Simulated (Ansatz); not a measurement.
# GeC2+ (doublet): from Hartree-Fock to the top rungs, cc-pVDZ

The task here is to estimate one member of a computed series from the others.

Method: cc-pVDZ, core rule «outside noble gas», up to 16 orbitals frozen; program: Ansatz 0.2.0, Gaussian basis.

The runs, in order: UHF; CCSD(T) on ROHF; CCSD(T) on UHF; BCCD(T) on ROHF; CISD; CCSDT(Q) on ROHF; CCSDT(Q) on UHF; CASSCF and NEVPT2, 11 electrons in 12 orbitals.

3 further runs of the same task are left out: 3 set aside as unsound or not needed.

## The geometry

The geometry is a PBE0/def2-TZVP stationary point (not a proven minimum) of the parent state, kept for this charge and spin. No spin-orbit coupling is included. The filled d shell of Ge may be among the frozen orbitals whatever the setting's name suggests; the logs give the count.

3 atoms, charge 1, spin multiplicity 2.

Atoms are counted from 1 here; the program's logs count them from 0.

Bond lengths: C1–C2 1.278 Å, C2–Ge3 1.797 Å. Angles: C1–C2–Ge3 95.5°.

Set-up of the first run:

in.yaml

```yaml
crystal:
  periodic: [false, false, false]
  atoms:
    - {symbol: C, position_ang: [0.000000, -0.475948, 1.772238]}
    - {symbol: C, position_ang: [0.000000, 0.653827, 1.174711]}
    - {symbol: Ge, position_ang: [0.000000, -0.029412, -0.487265]}
basis:
  gaussian: {orbitals: cc-pVDZ}
total_charge: 1
magnetization: {spin_polarized: true, initial_magnetization: 1}
hamiltonian: {xc: hf}
output: {orbitals: {seedname: orbitals}}
```

Command:

```sh
$ ansatz run in.yaml --threads 1 --pin off --events-out ev --progress --plain --max-ram 4096MiB --backend cpu
```

Among the steps run: UHF; CCSD(T) on ROHF; CCSD(T) on UHF; BCCD(T) on ROHF; CISD; CCSDT(Q) on ROHF; CCSDT(Q) on UHF; CASSCF and NEVPT2, 11 electrons in 12 orbitals.

One of the session's tables, all rows but one given; the rest of the session is left out.

| method | from RCCSDT(Q) (kcal/mol) |
| --- | --- |
| ROHF | +206.00 |
| UHF | +197.71 |
| RMP2 | +27.34 |
| UMP2 | +43.54 |
| RCCSD | +13.87 |
| UCCSD | +14.17 |
| RCCSD(T) | ? |
| UCCSD(T) | +3.22 |
| BCCD(T) | +1.74 |
| RCCSDT | +1.13 |
| UCCSDT | +1.18 |
| RCCSDT(Q) | 0 |
| UCCSDT(Q) | -0.23 |
| CASSCF valence | +90.10 |
| NEVPT2 valence | +18.74 |

Estimate the missing values for RCCSD(T).

The run gave: from RCCSDT(Q) (kcal/mol): +1.96. In the column «from RCCSDT(Q) (kcal/mol)» it lies between BCCD(T) (+1.74) and UCCSD(T) (+3.22).

Not comparable, so not listed: CISD (they don't share determinant, frozen orbitals or solution with the rows shown, or repeat one).

Caveats from the session: Restricted and unrestricted rows rest on different reference determinants; where their highest levels disagree by more than a few hundredths of an eV, they describe different states and don't form one ladder.
